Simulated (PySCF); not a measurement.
# C5H6B−: NMR shifts and spin-spin couplings

What NMR shifts and spin-spin couplings should C5H6B− (`[bH-]1ccccc1`) show?

Programs: PySCF 2.14.0, with density-fitted response routines of our own. Each step states its level of theory. These are calculated values for one molecule in the gas phase, unless marked as measured. Atoms count from 0, in the outputs and in this text.

### Step 1. The molecule as given

12 atoms, charge -1, multiplicity 1; geometry from: GFN2-xTB.

Bonds of the start (Å): B0–C1 1.50, C1–C2 1.38, C2–C3 1.39, C3–C4 1.39, C4–C5 1.38, C5–B0 1.50, B0–H6 1.21, C1–H7 1.10, C2–H8 1.10, C3–H9 1.09, C4–H10 1.10, C5–H11 1.10.

### Step 2. Shielding tensors: PBE0/pcSseg-1

What the job is given:

```
{"job": {"kind": "nmr", "xc": "PBE0", "basis": "pcSseg-1"}, "charge": -1, "multiplicity": 1}
B      1.015252     1.099445     0.032784
C      1.395439    -0.353489    -0.030704
C      0.418632    -1.328168    -0.060644
C     -0.935914    -1.013928    -0.034656
C     -1.358816     0.309563     0.024502
C     -0.464899     1.360559     0.058348
H      1.832037     1.984981     0.060908
H      2.432269    -0.713934    -0.055848
H      0.690236    -2.389869    -0.106927
H     -1.675882    -1.814994    -0.060420
H     -2.439808     0.494889     0.042848
H     -0.907347     2.364259     0.103783
```

Level: GIAO PBE0/pcSseg-1 NMR shielding, non-relativistic, gas phase.

The program printed:

```text
coarse grid: 10240 points
cycle   1  E = -218.5617775715  dE =  8.646e-01  |g| = 6.163e-01  |ddm| = 3.210e+00
cycle   2  E = -218.5016682069  dE =  6.011e-02  |g| = 7.970e-01  |ddm| = 1.884e+00
cycle   3  E = -218.6842770986  dE = -1.826e-01  |g| = 8.585e-02  |ddm| = 1.174e+00
cycle   4  E = -218.6855337500  dE = -1.257e-03  |g| = 5.112e-02  |ddm| = 1.221e-01
cycle   5  E = -218.6862240368  dE = -6.903e-04  |g| = 9.946e-03  |ddm| = 6.238e-02
cycle   6  E = -218.6862526474  dE = -2.861e-05  |g| = 3.096e-03  |ddm| = 1.483e-02
cycle   7  E = -218.6862554625  dE = -2.815e-06  |g| = 1.743e-04  |ddm| = 3.158e-03
final grid: 99480 points
cycle   8  E = -218.7204372827  dE = -2.097e-05  |g| = 6.959e-03  |ddm| = 3.044e-02
cycle   9  E = -218.7204314190  dE =  5.864e-06  |g| = 8.507e-03  |ddm| = 1.651e-02
cycle  10  E = -218.7204510317  dE = -1.961e-05  |g| = 4.402e-04  |ddm| = 8.773e-03
cycle  11  E = -218.7204510759  dE = -4.419e-08  |g| = 2.465e-04  |ddm| = 8.127e-04
cycle  12  E = -218.7204510941  dE = -1.819e-08  |g| = 6.188e-05  |ddm| = 3.214e-04
cycle  13  E = -218.7204510950  dE = -8.920e-10  |g| = 1.905e-05  |ddm| = 6.524e-05
converged SCF energy = -218.7204510950

GIAO shielding tensors (ppm)
atom      isotropic    diamagn.    paramagn.     s11        s22        s33       span
  0 B       76.683     191.885    -115.203     19.870     71.545    138.633    118.763
  1 C       54.262     252.611    -198.350    -79.170     63.853    178.102    257.273
  2 C       52.348     252.713    -200.366    -63.735     58.785    161.993    225.728
  3 C       74.668     254.780    -180.112    -27.553     91.163    160.394    187.948
  4 C       52.341     252.723    -200.381    -63.769     58.822    161.970    225.739
  5 C       54.259     252.610    -198.351    -79.198     63.857    178.118    257.316
  6 H       26.611      30.811      -4.199     25.398     25.778     28.658      3.260
  7 H       24.829      31.140      -6.311     23.054     23.416     28.017      4.964
  8 H       24.485      31.416      -6.931     21.233     24.764     27.457      6.224
  9 H       25.705      32.378      -6.673     22.604     26.373     28.139      5.535
 10 H       24.483      31.417      -6.934     21.235     24.761     27.454      6.219
 11 H       24.831      31.147      -6.316     23.052     23.417     28.022      4.970
```

Run time: 16 s. Hardware: 1 thread, shared host.

Shifts follow as δ = σ(reference) − σ, with reference shieldings (ppm) from runs at the same level and on the same kind of geometry: ¹H TMS 31.72, ¹³C TMS 186.9, ¹¹B BF3·OEt2 100.1. The references are single molecules in the gas phase. Atoms listed in one row are averaged.

```
  atoms                                              environment  σ (ppm)  δ (ppm)
 C2, C4                                              aromatic CH     52.3    134.6
 C1, C5                                              aromatic CH     54.3    132.7
     C3                                              aromatic CH     74.7    112.3
H8, H10                               hydrogen on an aromatic CH    24.48     7.23
H7, H11                               hydrogen on an aromatic CH    24.83     6.89
     H9                               hydrogen on an aromatic CH    25.71     6.01
     H6  hydrogen on a boron bonded to 2 C, in a 6-membered ring    26.61     5.11
     B0             boron bonded to 2 C, H, in a 6-membered ring     76.7     23.4
```

Charges from the same density, by scheme (e):

```
 atoms  Mulliken    IAO  Hirshfeld  ESP fit
    B0      0.25  -0.19      -0.09     0.02
C1, C5     -0.35  -0.32      -0.20    -0.38
C2, C4     -0.12  -0.16      -0.10    -0.08
    C3     -0.21  -0.25      -0.14    -0.33
```

Mayer bond orders: B0–C1 1.24, C1–C2 1.54, C2–C3 1.42, C3–C4 1.42, C4–C5 1.54, C5–B0 1.24.

Ring of atoms B0, C1, C2, C3, C4, C5: NICS(0) -7.1, NICS(1) -9.3, NICS(1)zz -26.3 ppm (means of both faces).

### Step 3. Indirect couplings: B3LYP/pcJ-1

The job, as its differences from that of step 2:

```diff
@@ -1,2 +1,2 @@
-{"job": {"kind": "nmr", "xc": "PBE0", "basis": "pcSseg-1"}, "charge": -1, "multiplicity": 1}
+{"job": {"kind": "j", "xc": "B3LYP", "basis": "pcJ-1"}, "charge": -1, "multiplicity": 1}
 B      1.015252     1.099445     0.032784
```

Method: B3LYP/pcJ-1 indirect spin-spin coupling, non-relativistic, gas phase.

The program printed:

```text
coarse grid: 10240 points
cycle   1  E = -218.8480889810  dE =  7.888e-01  |g| = 6.774e-01  |ddm| = 3.094e+00
cycle   2  E = -218.7320107814  dE =  1.161e-01  |g| = 9.514e-01  |ddm| = 2.179e+00
cycle   3  E = -218.9913130897  dE = -2.593e-01  |g| = 9.385e-02  |ddm| = 1.478e+00
cycle   4  E = -218.9921220680  dE = -8.090e-04  |g| = 7.395e-02  |ddm| = 1.377e-01
cycle   5  E = -218.9935511389  dE = -1.429e-03  |g| = 1.338e-02  |ddm| = 7.915e-02
cycle   6  E = -218.9936021522  dE = -5.101e-05  |g| = 4.114e-03  |ddm| = 1.894e-02
cycle   7  E = -218.9936071161  dE = -4.964e-06  |g| = 2.771e-04  |ddm| = 4.124e-03
final grid: 99480 points
cycle   8  E = -219.0407557167  dE = -9.771e-05  |g| = 5.720e-03  |ddm| = 2.329e-02
cycle   9  E = -219.0407489297  dE =  6.787e-06  |g| = 7.463e-03  |ddm| = 1.213e-02
cycle  10  E = -219.0407638970  dE = -1.497e-05  |g| = 5.838e-04  |ddm| = 7.427e-03
cycle  11  E = -219.0407638593  dE =  3.777e-08  |g| = 6.913e-04  |ddm| = 1.358e-03
cycle  12  E = -219.0407640012  dE = -1.419e-07  |g| = 4.999e-05  |ddm| = 7.094e-04
cycle  13  E = -219.0407640018  dE = -6.093e-10  |g| = 1.416e-05  |ddm| = 5.975e-05
converged SCF energy = -219.0407640018

Indirect spin-spin couplings (Hz)
  i      j    bonds     total        FC       PSO       DSO        SD
  0 B    1 C    1     71.164    74.250    -3.882     0.239     0.557
  0 B    2 C    2      0.106     0.401     0.067    -0.024    -0.338
  0 B    3 C    3     10.045     8.682     0.352    -0.012     1.023
  0 B    4 C    2      0.112     0.406     0.067    -0.024    -0.337
  0 B    5 C    1     71.145    74.232    -3.883     0.239     0.557
  0 B    6 H    1    106.190   105.935    -0.729     0.838     0.146
  0 B    7 H    2      1.030     1.757    -0.287    -0.446     0.007
  0 B    8 H    3      6.904     7.036     0.525    -0.612    -0.045
  0 B    9 H    4     -0.781    -0.714     0.478    -0.545     0.000
  0 B   10 H    3      6.903     7.034     0.525    -0.612    -0.045
  0 B   11 H    2      1.009     1.736    -0.288    -0.446     0.007
  1 C    2 C    1     56.874    63.931    -7.254     0.197         -
  1 C    3 C    2      1.596     1.881    -0.255    -0.029         -
  1 C    4 C    3      7.409     6.941     0.471    -0.002         -
  1 C    5 C    2      2.470     2.134     0.315     0.020         -
  1 C    6 H    2      4.434     5.196    -0.640    -0.122         -
  1 C    7 H    1    131.826   129.868     1.193     0.764         -
  1 C    8 H    2     -1.105     0.227    -0.913    -0.419         -
  1 C    9 H    3      7.857     8.116     0.267    -0.526         -
  1 C   10 H    4     -1.302    -1.243     0.362    -0.420         -
  1 C   11 H    3      7.624     7.665     0.359    -0.399         -
  2 C    3 C    1     66.237    72.444    -6.429     0.222         -
  2 C    4 C    2      0.329     0.445    -0.096    -0.019         -
  2 C    5 C    3      7.415     6.946     0.471    -0.002         -
  2 C    6 H    3      7.047     7.115     0.283    -0.352         -
  2 C    7 H    2     -2.092    -0.680    -1.107    -0.305         -
  2 C    8 H    1    140.818   139.049     0.887     0.882         -
  2 C    9 H    2      1.671     2.835    -0.819    -0.345         -
  2 C   10 H    3      7.959     8.129     0.332    -0.502         -
  2 C   11 H    4     -1.011    -0.969     0.369    -0.411         -
  3 C    4 C    1     66.188    72.395    -6.430     0.222         -
  3 C    5 C    2      1.594     1.878    -0.255    -0.029         -
  3 C    6 H    4     -0.702    -0.668     0.279    -0.314         -
  3 C    7 H    3      9.853    10.060     0.290    -0.497         -
  3 C    8 H    2      2.558     3.692    -0.830    -0.305         -
  3 C    9 H    1    147.663   145.308     1.450     0.905         -
  3 C   10 H    2      2.579     3.713    -0.829    -0.306         -
  3 C   11 H    3      9.857    10.064     0.290    -0.498         -
  4 C    5 C    1     56.871    63.928    -7.255     0.197         -
  4 C    6 H    3      7.044     7.112     0.283    -0.352         -
  4 C    7 H    4     -1.012    -0.970     0.369    -0.411         -
  4 C    8 H    3      7.966     8.136     0.332    -0.502         -
  4 C    9 H    2      1.638     2.802    -0.820    -0.344         -
  4 C   10 H    1    140.873   139.105     0.886     0.882         -
  4 C   11 H    2     -2.095    -0.684    -1.107    -0.305         -
  5 C    6 H    2      4.440     5.203    -0.641    -0.122         -
  5 C    7 H    3      7.620     7.660     0.359    -0.399         -
  5 C    8 H    4     -1.303    -1.244     0.362    -0.420         -
  5 C    9 H    3      7.858     8.117     0.268    -0.526         -
  5 C   10 H    2     -1.102     0.229    -0.913    -0.419         -
  5 C   11 H    1    131.776   129.818     1.193     0.764         -
  6 H    7 H    3      5.320     5.479     0.300    -0.458         -
  6 H    8 H    4      0.830     0.932     1.379    -1.481         -
  6 H    9 H    5      0.369     0.492     1.367    -1.489         -
  6 H   10 H    4      0.825     0.927     1.379    -1.480         -
  6 H   11 H    3      5.336     5.494     0.297    -0.456         -
  7 H    8 H    3     11.288    11.631    -0.042    -0.300         -
  7 H    9 H    4      0.957     1.115     1.645    -1.803         -
  7 H   10 H    5      0.203     0.344     1.607    -1.749         -
  7 H   11 H    4      1.679     1.789     1.560    -1.670         -
  8 H    9 H    3      8.041     8.305     0.026    -0.290         -
  8 H   10 H    4      0.984     1.109     1.678    -1.803         -
  8 H   11 H    5      0.200     0.341     1.608    -1.749         -
  9 H   10 H    3      8.037     8.301     0.025    -0.290         -
  9 H   11 H    4      0.960     1.118     1.646    -1.804         -
 10 H   11 H    3     11.286    11.629    -0.042    -0.301         -
```

Run time: 39 s. Hardware: 1 thread, shared host.

Couplings of 1 Hz or more, nine at most for each number of bonds, with means over like pairs (isotopes 11B, 13C, 1H):

```
  pair  bonds  J (Hz)  Fermi contact (Hz)  dihedral (°)
 C3–H9      1   147.7               145.3             –
 C2–H8      1   140.8               139.1             –
 C1–H7      1   131.8               129.8             –
 B0–H6      1   106.2               105.9             –
 B0–C1      1    71.2                74.2             –
 C2–C3      1    66.2                72.4             –
 C1–C2      1    56.9                63.9             –
 C1–H6      2     4.4                 5.2             –
 C3–H8      2     2.6                 3.7             –
 C1–C5      2     2.5                 2.1             –
 C2–H7      2    -2.1                -0.7             –
 C2–H9      2     1.7                 2.8             –
 C1–C3      2     1.6                 1.9             –
 C1–H8      2    -1.1                 0.2             –
 B0–H7      2     1.0                 1.7             –
 H7–H8      3    11.3                11.6             0
 B0–C3      3    10.0                 8.7             –
 C3–H7      3     9.9                10.1          -180
 H8–H9      3     8.0                 8.3             0
C2–H10      3     8.0                 8.1          -180
 C1–H9      3     7.9                 8.1           180
C1–H11      3     7.6                 7.7          -180
 C1–C4      3     7.4                 6.9             –
 C2–H6      3     7.0                 7.1           180
H7–H11      4     1.7                 1.8             –
C1–H10      4    -1.3                -1.2             –
C2–H11      4    -1.0                -1.0             –
```

The spin-dipole term was solved for some atoms only; pairs without it lack that part.

Quadrupole couplings from the field gradients of the same density:

```
atom  isotope  eQq/h (MHz)     η
  B0      11B        2.850  0.30
```

Shifts (PBE0/pcSseg-1, unscaled) and these couplings together give the proton spectrum at 500 MHz below. Couplings to quadrupolar nuclei are left out.

¹H NMR δ 7.23 (dd, J = 11.3, 8.0 Hz, 2H), 6.89 (m, 2H), 6.01 (tt, J = 8.0, 1.0 Hz, 1H), 5.11 (br, 1H). The letters are first-order; like nuclei with unlike couplings give more lines.

### Step 4. Summary of results

| quantity | value |
| --- | --- |
| ¹³C shifts against TMS (PBE0/pcSseg-1, means over atoms taken as alike) | 134.6, 132.7, 112.3 ppm |
| ¹H shifts against TMS (PBE0/pcSseg-1, means over atoms taken as alike) | 7.23, 6.89, 6.01, 5.11 ppm |
| ¹¹B shifts against BF3·OEt2 (PBE0/pcSseg-1) | 23.4 ppm |
| largest coupling of the table (B3LYP/pcJ-1) | ¹J(C,H) C3–H9, 147.7 Hz |

What this shows: At PBE0/pcSseg-1: The largest span, 257 ppm, is at C1, C5, where the paramagnetic term is -198 ppm. NICS(1)zz of -26 ppm above the planar ring from B0 marks a diatropic (aromatic) ring current. In the run at B3LYP/pcJ-1, the largest coupling of the table is C3–H9, 147.7 Hz, of which the Fermi-contact term gives 145.3 Hz.
